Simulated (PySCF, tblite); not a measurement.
# C₅H₁₂F₂N₂Si: geometry, infrared bands and NMR shifts

What infrared bands and NMR shifts should C₅H₁₂F₂N₂Si (`FCC[C@@]1(CF)CN[SiH2]N1`) show?

Programs: tblite 0.8.0 and PySCF 2.14.0, with density-fitted response routines of our own. Each step states its level of theory. These are calculated values for one molecule in the gas phase, unless marked as measured. Atoms are numbered from 0 throughout.

## 1. Starting geometry

22 atoms, charge 0, multiplicity 1; geometry from: force field or distance geometry start.

Bonds of the start (Å): F0–C1 1.35, C1–C2 1.51, C2–C3 1.54, C3–C4 1.57, C4–F5 1.36, C3–C6 1.55, C6–N7 1.47, N7–Si8 1.72, Si8–N9 1.71, N9–C3 1.50, C1–H10 1.10, C1–H11 1.09, C2–H12 1.09, C2–H13 1.11, C4–H14 1.09, C4–H15 1.10, C6–H16 1.09, C6–H17 1.09, N7–H18 1.02, Si8–H19 1.47, Si8–H20 1.48, N9–H21 1.01.

## 2. Geometry optimisation with GFN2-xTB

Job settings and geometry (Å):

```
{"job": {"kind": "relax", "xc": "GFN2-xTB", "basis": "xTB"}, "charge": 0, "multiplicity": 1}
F      2.311700     1.585300     0.185700
C      2.536500     0.354300    -0.326500
C      1.284900    -0.194900    -0.957200
C      0.043500    -0.217400    -0.039600
C      0.323300    -1.029600     1.269700
F      0.773900    -2.270400     0.924900
C     -0.475300     1.196000     0.322200
N     -1.918200     1.031100     0.562800
Si    -2.627400    -0.182000    -0.434400
N     -1.093300    -0.829900    -0.803500
H      2.897900    -0.290100     0.493100
H      3.337200     0.434900    -1.056600
H      1.482300    -1.198400    -1.329100
H      1.050700     0.428100    -1.840100
H      1.081700    -0.540100     1.888200
H     -0.573000    -1.161100     1.890800
H     -0.317700     1.897700    -0.501200
H      0.002700     1.600200     1.219400
H     -2.396200     1.914700     0.400700
H     -3.392800    -1.132100     0.388300
H     -3.240200     0.453800    -1.618500
H     -1.102700    -1.830600    -0.639900
```

Started as:

```console
OMP_NUM_THREADS=1 python probes_run.py task.json out
```

This one command runs all jobs of the session in turn.

**Question.** This job is followed by: GFN2-xTB harmonic vibrations, gas phase; GIAO PBE0/pcSseg-1 NMR shielding, non-relativistic, gas phase. Predict these results of the whole session: strongest single infrared mode (GFN2-xTB); zero-point energy (GFN2-xTB); ¹³C shifts against TMS (PBE0/pcSseg-1); ¹H shifts against TMS (PBE0/pcSseg-1); ¹⁹F shifts against CFCl3 (PBE0/pcSseg-1); ¹⁵N shifts against NH3 (PBE0/pcSseg-1); ²⁹Si shifts against TMS (PBE0/pcSseg-1).

As calculated:

| quantity | value |
| --- | --- |
| strongest single infrared mode (GFN2-xTB) | 2217 cm⁻¹, 509 km/mol |
| zero-point energy (GFN2-xTB) | 107.5 kcal/mol |
| ¹³C shifts against TMS (PBE0/pcSseg-1) | 89.9, 84.4, 61.7, 54.6, 43.7 ppm |
| ¹H shifts against TMS (PBE0/pcSseg-1) | 5.35, 5.35, 4.91, 4.90, 4.87, 4.76, 3.19, 3.15, 2.02, 1.97, 0.88, -0.18 ppm |
| ¹⁹F shifts against CFCl3 (PBE0/pcSseg-1) | -249.5, -267.3 ppm |
| ¹⁵N shifts against NH3 (PBE0/pcSseg-1) | 42.5, 21.1 ppm |
| ²⁹Si shifts against TMS (PBE0/pcSseg-1) | -27.7 ppm |

Relaxing lowered the energy by 0.455 eV in 66 steps; the close pair that moved most is C3–N9, from 1.500 to 1.448 Å. No mode is imaginary among the 60: a minimum at this level. The strongest single mode, at 2217 cm⁻¹, moves mainly H19 and H20. GFN2-xTB is a fitted tight-binding method: band positions and strengths are rough. Its intensities can rank the bands wrongly. At PBE0/pcSseg-1: The largest span, 115 ppm, is at N7, where the paramagnetic term is -75 ppm.
